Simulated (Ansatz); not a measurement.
A run of Ansatz 0.2.0 is set up as follows.

The input input.yaml:

```yaml
crystal:
  lattice:
    - [3.116636043, 0.0, 0.0]
    - [-1.5583180215, 2.6990859876, 0.0]
    - [0.0, 0.0, 7.686316]
  atoms:
    - { symbol: Ta, position: [-0.011668, -0.021524, 0.001871] }
    - { symbol: Mo, position: [0.681126, 0.34611, 0.330501] }
    - { symbol: Mo, position: [0.345426, 0.669549, 0.671525] }
    - { symbol: C, position: [0.65303, 0.344137, 0.836383] }
    - { symbol: C, position: [0.343222, 0.659352, 0.166829] }
    - { symbol: C, position: [0.005243, -0.005941, 0.494342] }
hamiltonian:
  xc: pbe
  pseudopotentials: { kind: paw }
kpoints:
  mp_grid: { grid: [10, 10, 4] }
scf:
  occupations: { method: fermi_dirac, width: 0.05 }
output:
  forces: true
  stress: true
  eigenvalues: true
```

Potentials or basis: Ansatz PAW.

Run with:

```sh
$ ansatz run input.yaml --threads 2 --pin off --max-ram 5120MiB --backend cpu --events-out ev --progress --plain --runs-dir out
```

(1) Estimate the largest force.

(2) Predict the pressure.

(3) Estimate the band gap on the k mesh.

Answers

(1) 1.439 eV/Å.

(2) -1.7 GPa.

(3) none (metal or under the smearing width).
